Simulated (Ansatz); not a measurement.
## In3As under changes of volume

One of the cells (25.489 Å³/atom); the others are scaled copies at fixed shape and fractional positions:

```
In As
1.0
     4.67168    0.00000    0.00000
     0.00000    4.67168    0.00000
     0.00000    0.00000    4.67168
In As
3 1
Cartesian
  2.3358 2.3358 0.0000
  2.3358 0.0000 2.3358
  0.0000 2.3358 2.3358
  0.0000 0.0000 0.0000
```

The cell comes from a database or a generator and needn't be the stable form of this composition.

| Property | Result |
| --- | --- |
| Program | Ansatz 0.2.0 |
| Functional | LDA |
| Potentials or basis | Ansatz PAW |
| Cutoff | 420 eV (not typed: the program's choice for these potentials) |
| k mesh | 6 × 6 × 6 |
| Occupations | fermi-dirac, width 0.05 eV |
| Spin | no spin polarisation |

```tsv
volume (Å³/atom)	energy over the lowest point (meV/atom)	pressure (GPa)
23.960	0.00	-1.3
24.470	5.71	-2.3
24.980	?	?
25.489	25.50	-3.9
25.999	38.86	-4.5
26.509	54.14	-5.1
27.019	71.13	-5.6
```

Question: What does the run at 24.980 Å³/atom give?

Answer: Energy over the lowest point 14.34 meV/atom; pressure -3.1 GPa.

Worked out: A Birch-Murnaghan fit of order 3 (a polynomial in V^(-2/3)) to the other rows has its minimum at 23.37 Å³/atom, just outside them, with B0 = V·E''(V) = 56 GPa and B' = 5.2. It gives 14.35 meV/atom at 24.980 Å³/atom, against the run's 14.34, and -dE/dV = -3.1 GPa, against -3.1.

Energies are extrapolated to zero smearing.

Caveats: the PAW data sets come from PBE, with cores solved anew for the run's functional, which leaves a small shift of forces and pressure.
